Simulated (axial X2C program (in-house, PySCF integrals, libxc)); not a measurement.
**ZrC⁺: bond curves with and without spin–orbit coupling**

Aim: find the lowest determinant of ZrC⁺, scan the bond at several levels and fit the constants, once spin-free and once with spin–orbit coupling.

Program: an in-house X2C program for linear molecules on PySCF integrals. Level of theory: all-electron X2C, Zr dyall-cv3z, C dyall-v3z. These are calculated values, not measurements.

## Step 1: The job

task.json

```json
{
 "zs": [
  40,
  6
 ],
 "q": 1,
 "bas": [
  "dyall-cv3z",
  "dyall-v3z"
 ],
 "levels": [
  "PBE0",
  "HF",
  "B3LYP"
 ],
 "cc": true,
 "r0": 1.94,
 "thr": -2.0,
 "nmax": 90,
 "npts": 10,
 "nst": 2,
 "ntry": 6
}
```

Keys: zs atomic numbers; q charge; bas basis sets; levels methods (HF also brings MP2); cc coupled cluster on or off; r0 starting distance in Å; thr threshold in hartree for freezing inner shells (an s shell follows its p shell); nmax most natural virtual spinors; npts points asked for on the curve; nst determinants followed; ntry starts of the search.

Launch:

```
> python so2c.py task.json out
```

Spin-free means the one-electron spin-free X2C Hamiltonian; two-component (2c) means X2C with spin–orbit coupling and atomic mean-field two-electron Coulomb and Gaunt terms. Basis: Zr dyall-cv3z contracted to [11s12p9d6f3g], C dyall-v3z contracted to [7s6p2d1f]; Gaussian nuclei, density fitting. Masses: Zr 89.905 u, C 12.000 u.

Notation: σ, π±, δ± give the projection m of an orbital's angular momentum (0, ±1, ±2), α and β its spin, Λ and M_S the sums; ω is the projection of a spinor's total angular momentum and Ω the sum. Logs are in hartree.

The results follow Hamiltonian by Hamiltonian and level by level.

## Step 2: State search with PBE0

PBE0 moves the distance from 1.940 Å to 1.748 Å and compares determinants there.

Spin-free determinants:

| ΔE (eV) | state | open shells |
| --- | --- | --- |
| 0.00 | M_S = 1/2, Λ = 0 | beyond closed shells: σα |
| 1.01 | M_S = 1/2, Λ = 1 | beyond closed shells: π+α, π+β, π-α |
| 1.60 | M_S = 3/2, Λ = 3 | beyond closed shells: σα, π+α, π+β, π-α, δ+α |
| 1.60 | M_S = 3/2, Λ = 1 | beyond closed shells: σα, π+α, π-α, π-β, δ+α |
| 1.81 | M_S = 1/2, Λ = 3 | beyond closed shells: σα, π+α, π+β, π-α, δ+β |
| 1.86 | M_S = 3/2, Λ = 1 | beyond closed shells: 2 × σα, π+α, π+β, π-α |
| 1.88 | M_S = 1/2, Λ = 1 | beyond closed shells: σα, π+α, π-α, π-β, δ+β |

Two-component determinants:

```csv
ΔE (eV),state,open shells
0.00,Ω = 1/2,excess of +ω over −ω: ω = 1/2
0.99,Ω = 3/2,excess of +ω over −ω: ω = 3/2
1.57,Ω = 3/2,excess of +ω over −ω: ω = 3/2
1.63,Ω = 9/2,"excess of +ω over −ω: ω = 1/2, ω = 3/2, ω = 5/2"
1.66,Ω = 5/2,excess of +ω over −ω: ω = 5/2
1.76,Ω = 7/2,"excess of +ω over −ω: ω = 1/2, 2 × ω = 3/2"
1.85,Ω = 5/2,"excess of +ω over −ω: 2 × ω = 1/2, ω = 3/2"
```

## Step 3: PBE0, spin-free

State followed: M_S = 1/2, Λ = 0 (beyond closed shells: σα). The scan is laid around 1.748 Å, a first estimate of the minimum, and this SCF restarts from the orbitals of the search.

Output at 1.748 Å:

```text
spin-free X2C-1e  PBE0
basis functions 203  fitting functions 991  grid points 5075
iter        total energy     max residual
   1      -3635.732052592     3.07e-06
   2      -3635.732052592     7.07e-06
converged
one-electron -5153.18033209  Coulomb 1564.79799465  exact exchange -29.50666838  xc functional -90.49895673  nuclear repulsion 72.65590997
```

Along the bond, energies from the lowest point:

```
R (Å)  E (eV)  μ (D)  HOMO (eV)  LUMO (eV)  iterations
1.521  1.3286  -4.41     -12.76      -8.91          13
1.591  0.5703  -4.59     -12.65      -8.72          13
1.643  0.2323  -4.73     -12.56      -8.60          13
1.696  0.0519  -4.85     -12.30      -8.49          13
1.748  0.0000  -4.95     -12.07      -8.39           2
1.809  0.0681  -5.04     -11.83      -8.30          14
1.870  0.2425  -5.10     -11.61      -8.23          14
1.949  0.5746  -5.12     -11.38      -8.23          14
2.045  1.0522  -5.00     -11.20      -8.35          15
2.185  1.7197  -4.85     -11.16      -8.50          14
```

Dipoles are positive if C is the positive end and refer to the centre of mass.

Outer orbitals at the reference distance:

```csv
symmetry,occupied,ε (eV),atomic character
σα,yes,-19.64,"56% C s, 22% Zr d, 9% Zr p"
σβ,yes,-18.27,"54% C s, 21% Zr d, 10% Zr p"
σα,yes,-12.49,"49% C p, 36% Zr d, 6% Zr p"
π+α,yes,-12.32,"49% Zr d, 45% C p"
π-α,yes,-12.32,"49% Zr d, 45% C p"
π+β,yes,-12.07,"54% Zr d, 40% C p"
π-β,yes,-12.07,"54% Zr d, 40% C p"
σβ,no,-8.39,"50% Zr d, 20% C p, 18% Zr s"
σα,no,-8.15,"68% Zr s, 11% Zr d, 10% C p"
δ+α,no,-7.85,99% Zr d
δ-α,no,-7.85,99% Zr d
```

PBE0 fields in the half plane through the axis: z from -2.4 to 3.9 Å across, distance from the axis 0.15 to 2.25 Å upwards; Zr lies at z = 0 and C at z = 1.748 Å; the ELF is damped to zero where the density is low.

log10 density (e/bohr³). Ten even steps from ' ' (-5.01 ) to '@' (1.60 ):
```
    ..........  ..::::::::::::::::......    
  ......::::::..::::------------::::::....  
....::::::------------========------::::..  
..::::----========================----::....
..::----====++++++++++++++++++++====--::::..
::::--====++**********++++****++++====--::..
::::--==++****######************++++==--::::
::----==++**##%%@@%%##****##%%****++==----::
```

ELF. Ten even steps from ' ' (0.00 ) to '@' (0.95 ):
```
                      ........              
                      --====--::..          
                    ..==******==--..        
        ....        ..==##%%##**++==::      
      ..::----==--::::==##%%%%%%##**==::    
      ..::++##%%%%##++==%%@@@@@@%%%%**--..  
      ..--**%%++::++##==####==%%@@%%##++::  
      ..--**##======**==**  @@..@@@@%%**::  
```

Re = 1.746 Å, ωe = 982 cm⁻¹, Be = 0.5221 cm⁻¹, De = 5.01 eV, μ = -4.95 D.

## Step 4: HF, spin-free

The SCF at the reference distance of 1.748 Å:

```text
spin-free X2C-1e  HF
basis functions 203  fitting functions 991  grid points 5075
iter        total energy     max residual
   1      -3633.753101012     2.89e-01
   2      -3633.774248737     7.12e-03
   3      -3633.775496419     4.49e-03
   4      -3633.775933710     3.71e-03
   5      -3633.776207670     3.13e-03
   6      -3633.776488751     2.71e-03
   7      -3633.776702820     2.90e-03
   8      -3633.776924288     3.03e-03
   9      -3633.776943266     3.05e-03
  10      -3633.776973106     3.08e-03
  11      -3633.776925044     3.07e-03
  12      -3633.776898674     3.06e-03
  13      -3633.776769175     3.01e-03
  14      -3633.776663480     2.95e-03
  15      -3633.776314087     2.80e-03
  16      -3633.775847543     2.64e-03
  17      -3633.775133385     2.10e-03
  18      -3633.774567305     1.89e-03
  19      -3633.774304086     1.18e-03
  20      -3633.773937395     9.80e-04
  21      -3633.773851028     9.38e-04
  22      -3633.773576858     7.87e-04
  23      -3633.773465271     9.71e-04
  24      -3633.773585893     1.11e-03
  25      -3633.773844865     1.42e-03
  26      -3633.773900154     1.21e-03
  27      -3633.773967958     1.14e-03
  28      -3633.773983489     1.06e-03
  29      -3633.773965816     9.77e-04
  30      -3633.773996844     1.08e-03
  31      -3633.774280331     1.57e-03
  32      -3633.773884972     8.14e-04
  33      -3633.773740941     7.00e-04
  34      -3633.773702747     7.63e-04
  35      -3633.773460118     8.80e-04
  36      -3633.773754893     1.11e-03
  37      -3633.773771711     9.85e-04
  38      -3633.773773071     9.29e-04
  39      -3633.773776021     9.08e-04
  40      -3633.773678673     7.30e-04
  41      -3633.773552250     6.96e-04
  42      -3633.773334360     9.14e-04
  43      -3633.773364596     9.31e-04
  44      -3633.772856625     1.54e-03
  45      -3633.773385312     1.38e-03
  46      -3633.773464441     1.14e-03
  47      -3633.773469692     1.01e-03
  48      -3633.773471133     9.78e-04
  49      -3633.773519053     9.90e-04
  50      -3633.773854896     1.44e-03
  51      -3633.773628510     7.22e-04
  52      -3633.773663768     7.95e-04
  53      -3633.773742225     9.47e-04
  54      -3633.773559341     7.36e-04
  55      -3633.773440881     8.16e-04
  56      -3633.773775402     1.31e-03
  57      -3633.774019317     1.54e-03
  58      -3633.773768664     7.41e-04
  59      -3633.773750035     8.22e-04
  60      -3633.773684467     7.62e-04
  61      -3633.773656527     8.01e-04
  62      -3633.773585780     7.69e-04
  63      -3633.773927093     1.50e-03
  64      -3633.774139563     1.65e-03
  65      -3633.774058688     1.22e-03
  66      -3633.774061585     1.20e-03
  67      -3633.773748621     7.06e-04
  68      -3633.773666576     6.71e-04
  69      -3633.773805545     1.07e-03
  70      -3633.773824833     1.03e-03
  71      -3633.773618247     6.65e-04
  72      -3633.773350856     8.80e-04
  73      -3633.773530575     1.04e-03
  74      -3633.773799702     1.38e-03
  75      -3633.774028384     1.57e-03
  76      -3633.773756315     7.18e-04
  77      -3633.773773259     8.86e-04
  78      -3633.773869929     1.09e-03
  79      -3633.773925540     1.11e-03
  80      -3633.774014605     1.24e-03
NOT converged
one-electron -5151.87510453  Coulomb 1563.51614864  exact exchange -118.07096868  xc functional 0.00000000  nuclear repulsion 72.65590997
```

No constants are quoted: the points don't follow one smooth fit.

## Step 5: B3LYP, spin-free

Output at 1.748 Å:

```text
spin-free X2C-1e  B3LYP
basis functions 203  fitting functions 991  grid points 5075
iter        total energy     max residual
   1      -3636.142071131     4.31e-02
   2      -3636.143604697     4.69e-03
   3      -3636.142002512     1.43e-02
   4      -3636.143770880     1.17e-03
   5      -3636.143792626     3.60e-04
   6      -3636.143794427     9.17e-05
   7      -3636.143794840     1.08e-04
   8      -3636.143795072     2.80e-05
   9      -3636.143795123     1.42e-05
  10      -3636.143795133     5.73e-06
  11      -3636.143795135     1.04e-06
converged
one-electron -5153.14470543  Coulomb 1564.75637554  exact exchange -23.60212596  xc functional -96.80924925  nuclear repulsion 72.65590997
```

Re = 1.762 Å, ωe = 950 cm⁻¹, Be = 0.5131 cm⁻¹, De = 4.83 eV, μ = -4.89 D.

## Step 6: MP2, spin-free

Correlated methods: 15 electrons correlated (frozen shells, counted by type: Zr 3 s, 2 p, 1 d; C 1 s), 285 virtual spinors in MP2.

MP2: No constants are quoted: the reference is strongly spin-contaminated.

## Step 7: A higher determinant, spin-free

State: M_S = 1/2, Λ = 1 (beyond closed shells: π+α, π+β, π-α).

Output at the reference distance:

```text
spin-free X2C-1e  PBE0
basis functions 203  fitting functions 991  grid points 5075
iter        total energy     max residual
   1      -3635.695102877     4.28e-06
   2      -3635.695102877     4.45e-06
converged
one-electron -5152.92936849  Coulomb 1564.57056518  exact exchange -29.50456559  xc functional -90.48764395  nuclear repulsion 72.65590997
```

| R (Å) | E above the lowest PBE0 point (eV) |
| --- | --- |
| 1.521 | 2.852 |
| 1.591 | 1.902 |
| 1.643 | 1.442 |
| 1.696 | 1.153 |
| 1.748 | 1.005 |
| 1.809 | 0.972 |
| 1.870 | 1.053 |
| 1.949 | 1.271 |
| 2.045 | 1.619 |

Re = 1.794 Å, ωe = 918 cm⁻¹, ωexe = 5.74 cm⁻¹, Be = 0.4949 cm⁻¹, μ = -5.36 D. Te = 0.97 eV.

## Step 8: The spin-free curves together

Energy (eV) of the followed determinant, spin-free, from each level's lowest point:

| R (Å) | PBE0 | HF | MP2 (spin-contaminated) | B3LYP |
| --- | --- | --- | --- | --- |
| 1.521 | 1.329 | 1.277 | 1.502 | 1.449 |
| 1.591 | 0.570 | 0.541 | 0.665 | 0.656 |
| 1.643 | 0.232 | 0.211 | 0.327 | 0.290 |
| 1.696 | 0.052 | 0.000 | 0.426 | 0.081 |
| 1.748 | 0.000 | n/a | n/a | 0.000 |
| 1.809 | 0.068 | 0.146 | 0.000 | 0.034 |
| 1.870 | 0.243 | 0.327 | 0.071 | 0.174 |
| 1.949 | 0.575 | 0.675 | 0.338 | 0.467 |
| 2.045 | 1.052 | 1.222 | 0.798 | 0.925 |
| 2.185 | 1.720 | 2.142 | 1.586 | 1.614 |

## Step 9: PBE0, 2c

State followed: Ω = 1/2 (excess of +ω over −ω: ω = 1/2). The scan is laid around 1.748 Å, a first estimate of the minimum, and this SCF restarts from the orbitals of the search.

The SCF at the reference distance of 1.748 Å:

```text
two-component X2C + atomic mean field  PBE0
basis functions 203  fitting functions 991  grid points 5075
iter        total energy     max residual
   1      -3634.347533905     3.23e-06
   2      -3634.347533906     2.76e-06
converged
one-electron -5149.51708924  Coulomb 1564.06430579  exact exchange -29.49326808  xc functional -90.45833113  nuclear repulsion 72.65590997  atomic mean-field constant -1.59906121
```

Along the bond, energies from the lowest point:

```csv
R (Å),E (eV),μ (D),HOMO (eV),LUMO (eV),iterations
1.521,1.3256,-4.40,-12.77,-8.92,13
1.591,0.5684,-4.58,-12.65,-8.73,13
1.643,0.2312,-4.72,-12.55,-8.60,13
1.696,0.0514,-4.84,-12.29,-8.49,13
1.748,0.0000,-4.94,-12.06,-8.39,2
1.809,0.0685,-5.03,-11.82,-8.30,14
1.870,0.2432,-5.09,-11.60,-8.24,14
1.949,0.5754,-5.11,-11.36,-8.22,15
2.045,1.0528,-4.99,-11.19,-8.34,17
2.185,1.7196,-4.84,-11.14,-8.50,16
```

Dipoles are positive if C is the positive end and refer to the centre of mass.

Outer spinors at the reference distance:

```tsv
ω	occupied	ε (eV)	atomic character	λ mixture
1/2	yes	-19.65	55% C s, 22% Zr d, 9% Zr p	100% σ
-1/2	yes	-18.27	54% C s, 21% Zr d, 10% Zr p	100% σ
1/2	yes	-12.50	49% C p, 36% Zr d, 6% Zr p	100% σ
-1/2	yes	-12.34	50% Zr d, 44% C p	100% π
3/2	yes	-12.31	49% Zr d, 45% C p	100% π
1/2	yes	-12.09	54% Zr d, 41% C p	100% π
-3/2	yes	-12.06	54% Zr d, 41% C p	100% π
-1/2	no	-8.39	50% Zr d, 20% C p, 18% Zr s	100% σ
1/2	no	-8.15	68% Zr s, 11% Zr d, 10% C p	100% σ
-3/2	no	-7.90	99% Zr d	100% δ
5/2	no	-7.81	99% Zr d	100% δ
```

PBE0 fields in the half plane through the axis: z from -2.4 to 3.9 Å across, distance from the axis 0.15 to 2.25 Å upwards; Zr lies at z = 0 and C at z = 1.748 Å; the ELF is damped to zero where the density is low.

log10 density (e/bohr³). Ten even steps from '0' (-5.01 ) to '9' (1.60 ):
```
0011111012222222211100
0111222122333333222110
1122233333344443332210
1223344444444444433211
1233445555555555443221
2234456666655665544321
2234566777666666554322
2334567898766786654332
```

ELF. Ten even steps from '0' (0.00 ) to '9' (0.95 ):
```
0000000000011110000000
0000000000034432100000
0000000000146664310000
0000110000147876542000
0001233432247888764200
0001257887548999886310
0001368525747748987520
0001367444646091998620
```

Re = 1.746 Å, ωe = 982 cm⁻¹, Be = 0.5222 cm⁻¹, De = 4.96 eV, μ = -4.93 D.

## Step 10: HF, 2c

The SCF at the reference distance of 1.748 Å:

```text
two-component X2C + atomic mean field  HF
basis functions 203  fitting functions 991  grid points 5075
iter        total energy     max residual
   1      -3632.369007008     2.89e-01
   2      -3632.390157023     7.17e-03
   3      -3632.391406621     4.51e-03
   4      -3632.391844159     3.74e-03
   5      -3632.392118042     3.16e-03
   6      -3632.392398697     2.73e-03
   7      -3632.392612479     2.92e-03
   8      -3632.392833807     3.04e-03
   9      -3632.392853173     3.06e-03
  10      -3632.392882407     3.10e-03
  11      -3632.392834237     3.08e-03
  12      -3632.392807449     3.07e-03
  13      -3632.392676703     3.03e-03
  14      -3632.392567447     2.97e-03
  15      -3632.392220783     2.82e-03
  16      -3632.391798713     2.67e-03
  17      -3632.391074118     2.10e-03
  18      -3632.390599955     1.97e-03
  19      -3632.390268640     1.21e-03
  20      -3632.389920664     9.78e-04
  21      -3632.389835034     9.08e-04
  22      -3632.389590002     7.14e-04
  23      -3632.389487254     7.91e-04
  24      -3632.389594333     1.11e-03
  25      -3632.389836163     1.55e-03
  26      -3632.389803146     1.09e-03
  27      -3632.389683356     7.04e-04
  28      -3632.389636486     7.15e-04
  29      -3632.389588638     6.91e-04
  30      -3632.389433008     7.62e-04
  31      -3632.389541116     9.10e-04
  32      -3632.389522251     8.33e-04
  33      -3632.389388527     7.51e-04
  34      -3632.389447889     8.85e-04
  35      -3632.389590810     1.05e-03
  36      -3632.389615811     9.48e-04
  37      -3632.389681455     9.28e-04
  38      -3632.389711815     8.59e-04
  39      -3632.389874833     1.14e-03
  40      -3632.389563547     7.19e-04
  41      -3632.389372091     8.10e-04
  42      -3632.389404006     8.85e-04
  43      -3632.389414319     9.47e-04
  44      -3632.389669449     1.27e-03
  45      -3632.389815088     1.27e-03
  46      -3632.389717450     8.56e-04
  47      -3632.389652391     7.66e-04
  48      -3632.389631157     7.91e-04
  49      -3632.389672369     8.97e-04
  50      -3632.389735468     9.94e-04
  51      -3632.389474495     7.47e-04
  52      -3632.389333612     8.69e-04
  53      -3632.389575808     1.06e-03
  54      -3632.389427108     7.27e-04
  55      -3632.389708540     1.19e-03
  56      -3632.389763125     1.02e-03
  57      -3632.389775862     9.23e-04
  58      -3632.389427471     8.67e-04
  59      -3632.389236186     1.04e-03
  60      -3632.389592445     1.18e-03
  61      -3632.389768295     1.27e-03
  62      -3632.389807990     1.13e-03
  63      -3632.389835866     1.11e-03
  64      -3632.389856611     1.10e-03
  65      -3632.389880025     1.11e-03
  66      -3632.389806789     9.12e-04
  67      -3632.389704434     7.63e-04
  68      -3632.389586956     6.81e-04
  69      -3632.389549610     7.71e-04
  70      -3632.389334752     7.88e-04
  71      -3632.389525021     1.09e-03
  72      -3632.389531998     9.43e-04
  73      -3632.389642919     1.06e-03
  74      -3632.389708996     1.06e-03
  75      -3632.389795046     1.13e-03
  76      -3632.388983661     1.50e-03
  77      -3632.389178893     1.08e-03
  78      -3632.389384484     1.18e-03
  79      -3632.389450964     1.07e-03
  80      -3632.388932170     1.36e-03
NOT converged
one-electron -5148.34028743  Coulomb 1562.94023868  exact exchange -118.04573217  xc functional 0.00000000  nuclear repulsion 72.65590997  atomic mean-field constant -1.59906121
```

No constants are quoted: the points don't follow one smooth fit.

## Step 11: B3LYP, 2c

Output at 1.748 Å:

```text
two-component X2C + atomic mean field  B3LYP
basis functions 203  fitting functions 991  grid points 5075
iter        total energy     max residual
   1      -3634.757358301     4.36e-02
   2      -3634.758889510     4.74e-03
   3      -3634.757252591     1.44e-02
   4      -3634.759059181     1.16e-03
   5      -3634.759080378     3.60e-04
   6      -3634.759082192     9.20e-05
   7      -3634.759082613     1.09e-04
   8      -3634.759082852     2.82e-05
   9      -3634.759082905     1.43e-05
  10      -3634.759082916     5.76e-06
  11      -3634.759082918     1.06e-06
converged
one-electron -5149.48053613  Coulomb 1564.02172964  exact exchange -23.59139994  xc functional -96.76572525  nuclear repulsion 72.65590997  atomic mean-field constant -1.59906121
```

Re = 1.761 Å, ωe = 950 cm⁻¹, Be = 0.5132 cm⁻¹, De = 4.78 eV, μ = -4.88 D.

## Step 12: MP2, 2c

Correlated methods: 15 electrons correlated (frozen shells, counted by type: Zr 3 s, 2 p, 1 d; C 1 s), 285 virtual spinors in MP2.

MP2: No constants are quoted: the reference is strongly spin-contaminated.

## Step 13: A higher determinant, 2c

State: Ω = 3/2 (excess of +ω over −ω: ω = 3/2).

Output at the reference distance:

```text
two-component X2C + atomic mean field  PBE0
basis functions 203  fitting functions 991  grid points 5075
iter        total energy     max residual
   1      -3634.311120392     3.73e-05
   2      -3634.311120370     8.50e-05
   3      -3634.311120427     2.46e-05
   4      -3634.311120436     6.11e-06
   5      -3634.311120439     3.87e-06
   6      -3634.311120440     1.34e-06
converged
one-electron -5149.27203238  Coulomb 1563.84242731  exact exchange -29.49118999  xc functional -90.44717415  nuclear repulsion 72.65590997  atomic mean-field constant -1.59906121
```

```csv
R (Å),E above the lowest PBE0 point (eV)
1.521,2.830
1.591,1.883
1.643,1.424
1.696,1.138
1.748,0.991
1.809,0.959
1.870,1.040
1.949,1.258
2.045,1.606
```

Re = 1.793 Å, ωe = 918 cm⁻¹, ωexe = 5.66 cm⁻¹, Be = 0.4951 cm⁻¹, μ = -5.36 D. Te = 0.95 eV.

## Step 14: The 2c curves together

Energy (eV) of the followed determinant, 2c, from each level's lowest point:

| R (Å) | PBE0 | HF | MP2 (spin-contaminated) | B3LYP |
| --- | --- | --- | --- | --- |
| 1.521 | 1.326 | 1.274 | 1.502 | 1.447 |
| 1.591 | 0.568 | 0.540 | 0.666 | 0.654 |
| 1.643 | 0.231 | 0.211 | 0.328 | 0.289 |
| 1.696 | 0.051 | 0.000 | 0.429 | 0.080 |
| 1.748 | 0.000 | n/a | n/a | 0.000 |
| 1.809 | 0.069 | 0.147 | 0.000 | 0.034 |
| 1.870 | 0.243 | 0.328 | 0.072 | 0.175 |
| 1.949 | 0.575 | n/a | n/a | 0.467 |
| 2.045 | 1.053 | n/a | n/a | 0.925 |
| 2.185 | 1.720 | n/a | n/a | 1.612 |

The whole job took 2.8 min on 1 thread of Intel Xeon 6975P-C (Granite Rapids), shared host; peak memory 0.71 GiB.

## Step 15: What came out

Lowest determinant that the search found at its distance, spin-free: M_S = 1/2, Λ = 0 (beyond closed shells: σα).

Lowest determinant that the search found at its distance, 2c: Ω = 1/2 (excess of +ω over −ω: ω = 1/2).

| Hamiltonian | level | Re (Å) | ωe (cm⁻¹) | De (eV) | μ (D) |
| --- | --- | --- | --- | --- | --- |
| spin-free | PBE0 | 1.746 | 982 | 5.01 | -4.95 |
| spin-free | B3LYP | 1.762 | 950 | 4.83 | -4.89 |
| 2c | PBE0 | 1.746 | 982 | 4.96 | -4.93 |
| 2c | B3LYP | 1.761 | 950 | 4.78 | -4.88 |

Dipoles are positive if C is the positive end and refer to the centre of mass. No constants: spin-free HF (the points don't follow one smooth fit); spin-free MP2 (the reference is strongly spin-contaminated); 2c HF (the points don't follow one smooth fit); 2c MP2 (the reference is strongly spin-contaminated).

Time per point (s) on 1 thread of Intel Xeon 6975P-C (Granite Rapids), shared host (2c runs); the times are rough: PBE0 0.65, B3LYP 0.72.

At PBE0, going from spin-free to two-component changes Re by 0 mÅ, ωe by 0.0 %; the spin-free picture holds up (part of it comes from the scalar share of the two-electron terms). De moves by -0.04 eV; both De rest on single-determinant atoms, which can miss part of an open shell's spin–orbit lowering.

De refers to Zr+ + C, each in the lowest determinant found, which need not be this curve's own limit. Each curve is one determinant whose occupation by symmetry is held fixed; it was picked as the lowest of a PBE0 search that is not exhaustive. De is counted from the lowest determinant-based energies of the atoms at the same level, without counterpoise correction. Density functionals use the spin component along the axis (collinear). The spin-free determinant is spin-contaminated at some levels.
